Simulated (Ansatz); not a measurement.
# PbF2: stress in a strained cell

PbF2 is deformed so: equal xy, yz and zx engineering shear strains of -1 %. What stress and forces result, by LAPW, PAW and all-electron datasets made for the crystal?

Computed with Ansatz 0.2.0 (DFT LDA, scalar-relativistic, unless a step's input says otherwise).

## (1) The system as given

Symmetry: Fm-3m, No. 225, cubic system. Conventional cell: a = 5.940 Å, b = 5.940 Å, c = 5.940 Å, α = 90.00°, β = 90.00°, γ = 90.00°. Pb (site symmetry m-3m) is surrounded by 8 F at 2.57 Å. F (site symmetry -43m) is surrounded by 4 Pb at 2.57 Å.

As a file:

```
Pb F
1.0
     0.00000    2.96985    2.96985
     2.96985    0.00000    2.96985
     2.96985    2.96985    0.00000
Pb F
1 2
Direct
  0.00000 0.00000 0.00000
  0.25000 0.25000 0.25000
  0.75000 0.75000 0.75000
```

Atoms are numbered in the order of the input: Pb1, F2, F3.

## (2) The deformed structure

Space group Fm-3m before, R-3m after.

## (3) Full-potential LAPW

Contents of input.yaml:

```yaml
crystal:
  lattice:
    - [-0.0296985, 2.95500075, 2.95500075]
    - [2.95500075, -0.0296985, 2.95500075]
    - [2.95500075, 2.95500075, -0.0296985]
  atoms:
    - { symbol: Pb, position: [0.0, 0.0, 0.0] }
    - { symbol: F, position: [0.25, 0.25, 0.25] }
    - { symbol: F, position: [0.75, 0.75, 0.75] }
kpoints:
  mp_grid: { grid: [7, 7, 7] }
  band_path:
    path:
      - [0.0, 0.0, 0.0]
      - [0.5, 0.5, 0.5]
      - [0.2525443832, 0.5, 0.7474556168]
      - [-0.2525443832, 0.2525443832, 0.5]
      - [0.0, 0.0, 0.5]
      - [0.0, 0.0, 0.0]
      - [-0.3762721916, 0.0, 0.3762721916]
      - [0.0, 0.3762721916, 0.6237278084]
      - [0.0, 0.5, 0.5]
    npoints: 5
scf:
  occupations: { method: fermi_dirac, width: 0.03 }
hamiltonian:
  xc: lda
  pseudopotentials: { kind: all_electron, lapw: { basis_error: 0.0005 } }
output:
  forces: true
  stress: true
  eigenvalues: true
```

Run with:

```bash
$ ansatz run input.yaml --threads 1 --pin off --max-ram 4096MiB --backend cpu --events-out ev --progress --plain --runs-dir out
```

## (4) PAW with frozen cores

Contents of input.yaml:

```yaml
crystal:
  lattice:
    - [-0.0296985, 2.95500075, 2.95500075]
    - [2.95500075, -0.0296985, 2.95500075]
    - [2.95500075, 2.95500075, -0.0296985]
  atoms:
    - { symbol: Pb, position: [0.0, 0.0, 0.0] }
    - { symbol: F, position: [0.25, 0.25, 0.25] }
    - { symbol: F, position: [0.75, 0.75, 0.75] }
kpoints:
  mp_grid: { grid: [7, 7, 7] }
scf:
  occupations: { method: fermi_dirac, width: 0.03 }
hamiltonian:
  xc: lda
  pseudopotentials: { kind: paw }
output:
  forces: true
  stress: true
  eigenvalues: true
  efg: { contact_densities: true }
```

## (5) Datasets made for this crystal

Changes to input.yaml since step 4:

```diff
@@ -15,3 +15,3 @@
   xc: lda
-  pseudopotentials: { kind: paw }
+  pseudopotentials: { kind: all_electron, datasets: crystal }
 output:
```

(Steps that only read results are left out.)

What does the calculation give? Wanted: pressure; largest shear or deviatoric stress.

**Answer**, as computed:

| quantity | value |
| --- | --- |
| pressure | LAPW -4.87, PAW -4.90, crystal datasets -4.87 GPa |
| largest shear or deviatoric stress (LAPW) | 0.29 GPa |

The largest part of the stress beyond the pressure is 0.29 GPa in size; the atoms are carried along and not relaxed. No run of the undeformed cell stands beside it, so pressure and stress hold what the given cell had before the change, as far as its symmetry allows. PAW: stress within 0.04 GPa of LAPW, forces within 1 meV/Å. Crystal datasets: stress within 0.01 GPa of LAPW, forces within 1 meV/Å. Spin-orbit coupling is left out, though the cell holds Pb; in elements this heavy it can shift bands and gaps by tenths of an eV.

These are semilocal Kohn-Sham gaps, which aren't the measured quantity. Such gaps usually fall short of the measured ones; spin-orbit coupling, left out here, narrows gaps with Pb, so the two errors partly cancel.
